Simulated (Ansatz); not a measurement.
Molecular dynamics of MnCuAg2O4

Input:

```yaml
accuracy: low
crystal:
  lattice:
    - [-5.384527, -3.132012, 0.0]
    - [5.384527, -3.132012, 0.0]
    - [-1.825166, 0.0, 6.371804]
  atoms:
    - { symbol: Mn, position: [0.25, 0.25, 0.5], spin: 3.5 }
    - { symbol: Cu, position: [0.25, 0.75, 0.5] }
    - { symbol: Ag, position: [0.5, 0.5, 0.0] }
    - { symbol: Ag, position: [0.0, 0.5, 0.0] }
    - { symbol: O, position: [0.0621925, 0.4378075, 0.660034] }
    - { symbol: O, position: [0.051535, 0.948465, 0.663218] }
    - { symbol: O, position: [0.9378075, 0.5621925, 0.339966] }
    - { symbol: O, position: [0.448465, 0.551535, 0.336782] }
    - { symbol: Mn, position: [0.75, 0.75, 0.5], spin: 3.5 }
    - { symbol: Cu, position: [0.75, 0.25, 0.5] }
    - { symbol: Ag, position: [0.0, 0.0, 0.0] }
    - { symbol: Ag, position: [0.5, 0.0, 0.0] }
    - { symbol: O, position: [0.5621925, 0.9378075, 0.660034] }
    - { symbol: O, position: [0.551535, 0.448465, 0.663218] }
    - { symbol: O, position: [0.4378075, 0.0621925, 0.339966] }
    - { symbol: O, position: [0.948465, 0.051535, 0.336782] }
magnetization:
  spin_polarized: true
basis:
  ecutwfc: 420.0
kpoints:
  mp_grid: { grid: [2, 2, 2] }
hamiltonian:
  xc: lda
scf:
  occupations: { method: fermi_dirac, width: 0.05 }
  lower_state_search: "off"
md:
  timestep: 1.5
  n_steps: 120
  ensemble: nvt_langevin
  temperature: 900.0
  initial_velocities: maxwell_boltzmann
  seed: 200373
  friction: 0.005
```

Run as:

```bash
$ ansatz run input.yaml --threads 2 --pin off --max-ram 5120MiB --backend cpu --events-out ev --progress --plain --runs-dir out
```

It starts from an unrelaxed structure (largest force component 0.84 eV/Å).

Output, in part (step lines):

```
md step     0: t =     0.00 fs  T =   843.8 K  F+E_penalty+E_count = -55058.22091875 eV  E_kin = 1.745010 eV  (31 SCF iters)
md step     1: t =     1.50 fs  T =   789.2 K  F+E_penalty+E_count = -55058.15010101 eV  E_kin = 1.632239 eV  (16 SCF iters)
md step     2: t =     3.00 fs  T =   768.3 K  F+E_penalty+E_count = -55058.07327334 eV  E_kin = 1.588909 eV  (16 SCF iters)
md step     3: t =     4.50 fs  T =   752.4 K  F+E_penalty+E_count = -55057.99551708 eV  E_kin = 1.555996 eV  (17 SCF iters)
md step     4: t =     6.00 fs  T =   695.3 K  F+E_penalty+E_count = -55057.91863819 eV  E_kin = 1.438038 eV  (17 SCF iters)
md step     5: t =     7.50 fs  T =   625.9 K  F+E_penalty+E_count = -55057.84912042 eV  E_kin = 1.294482 eV  (16 SCF iters)
md step     6: t =     9.00 fs  T =   606.4 K  F+E_penalty+E_count = -55057.78600211 eV  E_kin = 1.254054 eV  (16 SCF iters)
md step     7: t =    10.50 fs  T =   586.6 K  F+E_penalty+E_count = -55057.72908087 eV  E_kin = 1.213215 eV  (17 SCF iters)
[... lines left out ...]
md step   120: t =   180.00 fs  T =   457.6 K  F+E_penalty+E_count = -55057.18320683 eV  E_kin = 0.946362 eV  (18 SCF iters)
```

The steps, from the saved trajectory:

```json
{"time (fs)": "0", "T (K)": "844", "potential energy less start (eV)": "0.000"}
{"time (fs)": "6", "T (K)": "695", "potential energy less start (eV)": "0.302"}
{"time (fs)": "12", "T (K)": "604", "potential energy less start (eV)": "0.539"}
{"time (fs)": "18", "T (K)": "617", "potential energy less start (eV)": "0.647"}
{"time (fs)": "24", "T (K)": "575", "potential energy less start (eV)": "0.648"}
{"time (fs)": "30", "T (K)": "608", "potential energy less start (eV)": "0.499"}
{"time (fs)": "36", "T (K)": "662", "potential energy less start (eV)": "0.405"}
{"time (fs)": "42", "T (K)": "659", "potential energy less start (eV)": "0.456"}
{"time (fs)": "48", "T (K)": "609", "potential energy less start (eV)": "0.545"}
{"time (fs)": "54", "T (K)": "484", "potential energy less start (eV)": "0.692"}
{"time (fs)": "60", "T (K)": "393", "potential energy less start (eV)": "0.840"}
{"time (fs)": "66", "T (K)": "420", "potential energy less start (eV)": "0.835"}
{"time (fs)": "72", "T (K)": "538", "potential energy less start (eV)": "0.596"}
{"time (fs)": "78", "T (K)": "697", "potential energy less start (eV)": "0.342"}
{"time (fs)": "84", "T (K)": "781", "potential energy less start (eV)": "0.348"}
{"time (fs)": "90", "T (K)": "666", "potential energy less start (eV)": "0.697"}
{"time (fs)": "96", "T (K)": "438", "potential energy less start (eV)": "1.126"}
{"time (fs)": "102", "T (K)": "362", "potential energy less start (eV)": "1.284"}
{"time (fs)": "108", "T (K)": "451", "potential energy less start (eV)": "1.083"}
{"time (fs)": "114", "T (K)": "573", "potential energy less start (eV)": "0.757"}
{"time (fs)": "120", "T (K)": "787", "potential energy less start (eV)": "0.503"}
{"time (fs)": "126", "T (K)": "837", "potential energy less start (eV)": "0.370"}
{"time (fs)": "132", "T (K)": "731", "potential energy less start (eV)": "0.381"}
{"time (fs)": "138", "T (K)": "704", "potential energy less start (eV)": "0.518"}
{"time (fs)": "144", "T (K)": "720", "potential energy less start (eV)": "0.666"}
{"time (fs)": "150", "T (K)": "599", "potential energy less start (eV)": "0.771"}
{"time (fs)": "156", "T (K)": "564", "potential energy less start (eV)": "0.822"}
{"time (fs)": "162", "T (K)": "534", "potential energy less start (eV)": "0.929"}
{"time (fs)": "168", "T (K)": "469", "potential energy less start (eV)": "1.030"}
{"time (fs)": "174", "T (K)": "559", "potential energy less start (eV)": "1.027"}
{"time (fs)": "180", "T (K)": "458", "potential energy less start (eV)": "1.038"}
```

All steps were run. The mean temperature of the second half is 34 % below the set value. A run of 0.18 ps of so small a system gives no equilibrium averages. No Hubbard correction was used and the magnetic state wasn't searched. Limits of this set-up: coarse k mesh, low accuracy level.

Mean squared displacements from the first frame to the last, about the centre of mass: Mn 0.01 Å², Cu 0.11 Å², Ag 0.05 Å², O 0.04 Å².

Last frame:

```xyz
16
Lattice="-5.3845 -3.1320 0.0000 5.3845 -3.1320 0.0000 -1.8252 0.0000 6.3718" Properties=species:S:1:pos:R:3
Mn -0.980 -1.685 3.155
Cu 1.820 -2.967 3.152
Ag -0.155 -2.963 -0.113
Ag 2.704 -1.832 0.098
O 0.671 -1.679 4.310
O 3.795 -3.059 4.188
O -2.572 -4.790 2.179
O -0.061 -3.096 2.321
Mn -0.877 -4.805 3.073
Cu -3.851 -3.472 3.329
Ag 0.142 0.060 -0.044
Ag -2.823 -1.470 -0.087
O 0.915 -4.591 3.845
O -1.881 -3.173 4.148
O -2.527 -1.538 2.178
O -5.468 -3.292 2.129
```

The run took 22 min on 2 threads of Intel(R) Xeon(R) Platinum 8488C (Sapphire Rapids), with other jobs on the host, peak memory 0.84 GiB.
